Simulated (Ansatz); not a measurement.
# TaCo3: the cost of one run

Program: Ansatz 0.2.0. Level of theory: DFT, LDA, PAW with Ansatz's default frozen-core files, scalar-relativistic. These are calculated values, not measurements.

## Step 1: The structure to begin with

Symmetry: Pm-3m, No. 221, cubic system. Conventional cell: a = 3.670 Å, b = 3.670 Å, c = 3.670 Å, α = 90.00°, β = 90.00°, γ = 90.00°. Around Ta (site symmetry m-3m) lie 12 Co at 2.60 Å. Co (site symmetry 4/mmm) has 4 Ta at 2.60 Å and 8 Co at 2.60 Å in its first shell of neighbours.

As a file:

```
CELL_PARAMETERS angstrom
3.67000 0.00000 0.00000
0.00000 3.67000 0.00000
0.00000 0.00000 3.67000
ATOMIC_POSITIONS crystal
Ta 0.00000 0.00000 0.00000
Co 0.00000 0.50000 0.50000
Co 0.50000 0.00000 0.50000
Co 0.50000 0.50000 0.00000
```

Atoms are numbered in the order of the input: Ta1, Co2, Co3, Co4.

## Step 2: Free moments from the typed start, PAW

The input, input.yaml:

```yaml
crystal:
  lattice:
    - [3.67, 0.0, 0.0]
    - [0.0, 3.67, 0.0]
    - [0.0, 0.0, 3.67]
  atoms:
    - { symbol: Ta, position: [0.0, 0.0, 0.0] }
    - { symbol: Co, position: [0.0, 0.5, 0.5], spin: 2.0 }
    - { symbol: Co, position: [0.5, 0.0, 0.5], spin: 2.0 }
    - { symbol: Co, position: [0.5, 0.5, 0.0], spin: 2.0 }
magnetization:
  spin_polarized: true
kpoints:
  mp_grid: { grid: [9, 9, 9] }
scf:
  occupations: { method: fermi_dirac, width: 0.08 }
  lower_state_search: "off"
hamiltonian:
  xc: lda
  pseudopotentials: { kind: paw }
output:
  forces: true
  stress: true
  eigenvalues: true
  populations: true
  dos: { projected: true, de: 0.1, e_range: [-8, 5] }
  write_density: true
  write_potential: true
  elf: true
  volumetric_format: npy
```

Command:

```
$ ansatz run input.yaml --threads 2 --pin off --max-ram 6144MiB --backend cpu --events-out ev --progress --plain --runs-dir out
```

What time and memory should one allow on 2 threads of Arm Neoverse V2, shared host?

About 12 s, with a peak of 0.39 GiB.
